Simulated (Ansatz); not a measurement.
# C₇H₁₄: up Jacob's ladder to CCSD(T)

How much do the methods differ for C₇H₁₄? The plan is to run it at one geometry with functionals of several rungs and with coupled cluster, and see how far each lands from CCSD(T) at the basis-set limit for the atomisation energy.

Method: functionals in def2-TZVPP, the program's frozen cores in correlated methods; program: Ansatz 0.2.0, Gaussian basis.

Levels to be run: LDA (SPW92), PBE-D4, revPBE-D4, BLYP-D4, r2SCAN-D4, B97M-V, PBE0-D4, B3LYP-D4, r2SCANh-D4, r2SCAN0-D4, HSE06-D4, BHLYP-D4, CAM-B3LYP-D4, LC-ωPBE, ωB97X-V, ωB97M-V, B2PLYP, PBE-QIDH; CCSD(T)/def2-SVP; CCSD(T)/def2-TZVPP; MP2/def2-QZVPP; extrapolation to the limit; RPA on PBE.

1 further run of the same task is left out (it didn't finish). Runs told in other sessions of the task aren't counted.

**1. The geometry**

An earlier PBE0-D4 in a triple-zeta def2 set relaxation fixed the geometry.

SMILES `CC1(C)CCCC1`, 21 atoms, charge 0, spin multiplicity 1.

Atoms are counted from 1 here; the program's logs count them from 0.

Bond lengths: C1–C2 1.527 Å, C1–H8 1.094 Å, C1–H9 1.094 Å, C1–H10 1.093 Å, C2–C3 1.519 Å, C2–C4 1.534 Å, C2–C7 1.534 Å, C3–H11 1.094 Å, C3–H12 1.094 Å, C3–H13 1.094 Å, C4–C5 1.533 Å, C4–H14 1.094 Å, C4–H15 1.095 Å, C5–C6 1.546 Å, C5–H16 1.092 Å, C5–H17 1.092 Å, C6–C7 1.532 Å, C6–H18 1.092 Å and more. Angles: C2–C1–H8 110.8°, C2–C1–H9 110.8°, C2–C1–H10 112.0°, H8–C1–H9 107.8°, H8–C1–H10 107.7°, H9–C1–H10 107.7°, C1–C2–C3 109.7°, C1–C2–C4 110.4°, C1–C2–C7 110.4°, C3–C2–C4 112.5°, C3–C2–C7 112.5°, C4–C2–C7 101.0°, C2–C3–H11 111.2°, C2–C3–H12 111.2°, C2–C3–H13 111.0°, H11–C3–H12 107.6°, H11–C3–H13 107.9°, H12–C3–H13 107.9° and more.

As a file:

```
atom    x (Å)    y (Å)    z (Å)
  C1  -1.1920  -1.2208  -0.0990
  C2  -0.5584   0.1302   0.2237
  C3  -1.5841   1.0314   0.8894
  C4   0.6996  -0.0593   1.0803
  C5   1.7913  -0.5159   0.1064
  C6   1.3585   0.0139  -1.2797
  C7   0.0399   0.7572  -1.0415
  H8  -2.0440  -1.0983  -0.7737
  H9  -1.5529  -1.7072   0.8116
 H10  -0.4835  -1.9000  -0.5793
 H11  -1.9541   0.5895   1.8193
 H12  -2.4464   1.1977   0.2370
 H13  -1.1515   2.0067   1.1296
 H14   0.5423  -0.7586   1.9061
 H15   0.9704   0.9054   1.5230
 H16   1.8679  -1.6056   0.0935
 H17   2.7739  -0.1426   0.4014
 H18   1.2154  -0.8136  -1.9784
 H19   2.1123   0.6655  -1.7257
 H20  -0.6407   0.7071  -1.8960
 H21   0.2358   1.8174  -0.8479
```

**2. LDA**

This LDA is Slater exchange with PW92 correlation.

The input, in.yaml:

```yaml
crystal:
  periodic: [false, false, false]
  atoms:
    - {symbol: C, position_ang: [-1.191952, -1.220755, -0.099015]}
    - {symbol: C, position_ang: [-0.558367, 0.130197, 0.223713]}
    - {symbol: C, position_ang: [-1.584149, 1.031392, 0.889371]}
    - {symbol: C, position_ang: [0.699580, -0.059265, 1.080288]}
    - {symbol: C, position_ang: [1.791341, -0.515928, 0.106412]}
    - {symbol: C, position_ang: [1.358534, 0.013854, -1.279687]}
    - {symbol: C, position_ang: [0.039915, 0.757164, -1.041536]}
    - {symbol: H, position_ang: [-2.043981, -1.098341, -0.773685]}
    - {symbol: H, position_ang: [-1.552873, -1.707226, 0.811582]}
    - {symbol: H, position_ang: [-0.483458, -1.899968, -0.579316]}
    - {symbol: H, position_ang: [-1.954060, 0.589529, 1.819251]}
    - {symbol: H, position_ang: [-2.446441, 1.197723, 0.237037]}
    - {symbol: H, position_ang: [-1.151453, 2.006722, 1.129642]}
    - {symbol: H, position_ang: [0.542307, -0.758619, 1.906070]}
    - {symbol: H, position_ang: [0.970361, 0.905404, 1.522964]}
    - {symbol: H, position_ang: [1.867918, -1.605588, 0.093454]}
    - {symbol: H, position_ang: [2.773859, -0.142609, 0.401422]}
    - {symbol: H, position_ang: [1.215402, -0.813605, -1.978445]}
    - {symbol: H, position_ang: [2.112347, 0.665461, -1.725665]}
    - {symbol: H, position_ang: [-0.640661, 0.707085, -1.895977]}
    - {symbol: H, position_ang: [0.235818, 1.817383, -0.847879]}
basis:
  gaussian: {orbitals: def2-TZVPP}
hamiltonian: {xc: lda}
output: {orbitals: {seedname: orbitals}}
```

Command:

```
$ ansatz run in.yaml --threads 2 --pin off --events-out ev --progress --plain --max-ram 20480MiB --backend cuda --devices 0, --max-vram 18GiB
```

After this run come: PBE-D4 (GGA); revPBE-D4 (GGA); BLYP-D4 (GGA); r2SCAN-D4 (meta-GGA); B97M-V (meta-GGA); PBE0-D4 (hybrid); B3LYP-D4 (hybrid); r2SCANh-D4 (hybrid); r2SCAN0-D4 (hybrid); HSE06-D4 (hybrid); BHLYP-D4 (hybrid); CAM-B3LYP-D4 (range-separated); LC-ωPBE (range-separated); ωB97X-V (range-separated); ωB97M-V (range-separated); B2PLYP (double hybrid); PBE-QIDH (double hybrid); CCSD(T) in def2-SVP; CCSD(T) in def2-TZVPP; MP2 in def2-QZVPP; RPA on PBE orbitals.

Before running them: what should the planned runs give, taken together? Wanted: atomisation energy, CCSD(T)/CBS; farthest beyond LDA; mean size of error, GGA; mean size of error, meta-GGA; mean size of error, hybrid; mean size of error, range-separated; mean size of error, double hybrid; gap, smallest and largest; T1 diagnostic.

**Answer**, as computed:

| quantity | value |
| --- | --- |
| atomisation energy, CCSD(T)/CBS | 8600.8 kJ/mol |
| functionals within 43.0 kJ/mol (0.5 %) | revPBE-D4, r2SCAN-D4, B97M-V, B3LYP-D4, r2SCANh-D4, r2SCAN0-D4, CAM-B3LYP-D4, LC-ωPBE, ωB97X-V, ωB97M-V, PBE-QIDH |
| farthest beyond LDA | BHLYP-D4 (-174.6 kJ/mol) |
| mean size of error, GGA | 76.7 kJ/mol |
| mean size of error, meta-GGA | 18.9 kJ/mol |
| mean size of error, hybrid | 64.2 kJ/mol |
| mean size of error, range-separated | 24.7 kJ/mol |
| mean size of error, double hybrid | 53.3 kJ/mol |
| gap, smallest and largest | 7.14 eV (LDA (SPW92)), 14.23 eV (LC-ωPBE) |
| T1 diagnostic | 0.0087 |
| triples share of the correlation energy | 4.0 % |

In words: LDA overbinds by 1153.7 kJ/mol (13 %). PBE-D4 is off by +163.4 kJ/mol. Double hybrids carry the basis error of their MP2 part in triple zeta, and no dispersion term here, so their miss is partly the set-up's. The rungs meta-GGA, range-separated miss on average by less than the doubt on the reference (43.0 kJ/mol), so they tie. Misses under about 43.0 kJ/mol are within the doubt on the reference itself, which lacks core-valence correlation, relativity and higher excitations. Hartree-Fock recovers 76 % of the binding; the rest is correlation. CCSD(T) in def2-SVP is off by -285.1 kJ/mol, more than most functionals: a good method in a small basis is no reference. The gap grows from 7.1 to 14.2 eV across the functionals, mostly with the share of exact exchange.
